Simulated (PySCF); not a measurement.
# C3H8GeO2: the cost of one run

The runs use PySCF 2.14.0, with density-fitted response routines of our own; the level of theory stands in each step. All values are computed, except where a source is named. Atoms count from 0, in the outputs and in this text.

### Step 1. The molecule as given

14 atoms, charge 0, multiplicity 1; geometry from: GFN2-xTB.

Bonds of the start (Å): C0–C1 1.53, C1–Ge2 1.99, Ge2–O3 1.77, O3–C4 1.39, C4–O5 1.39, O5–C0 1.41, C0–H6 1.10, C0–H7 1.09, C1–H8 1.09, C1–H9 1.09, Ge2–H10 1.52, Ge2–H11 1.50, C4–H12 1.11, C4–H13 1.10.

### Step 2. Spin-spin couplings: B3LYP/pcSseg-1+pcJ-1

The job: settings as JSON, then the geometry in Å.

```
{"job": {"kind": "j", "xc": "B3LYP", "basis": "pcJ-1"}, "charge": 0, "multiplicity": 1}
C     -0.552414    -1.205693     0.079247
C     -1.409308     0.062226     0.056209
Ge    -0.158737     1.583163     0.313082
O      1.320552     0.982843    -0.456528
C      1.573706    -0.386775    -0.498344
O      0.488684    -1.167872    -0.875921
H     -0.124405    -1.358542     1.083040
H     -1.153735    -2.082596    -0.179422
H     -2.179933     0.002972     0.822574
H     -1.894257     0.145335    -0.916717
H      0.159963     1.841866     1.775835
H     -0.369800     2.863247    -0.435962
H      1.961425    -0.732674     0.477951
H      2.337580    -0.547973    -1.267209
```

With the program's defaults for keys left out, this is: B3LYP/pcJ-1 Ge:pcSseg-1 indirect spin-spin coupling, non-relativistic, gas phase.

Run with:

```sh
OMP_NUM_THREADS=1 python probes_run.py task.json out
```

The driver reads the jobs from task.json and runs them one after another.

Q: Estimate the wall time and peak memory of this job on 1 thread of Intel Xeon at 2.50GHz, shared host.

About 1.8 min, with a peak of 1.1 GiB.
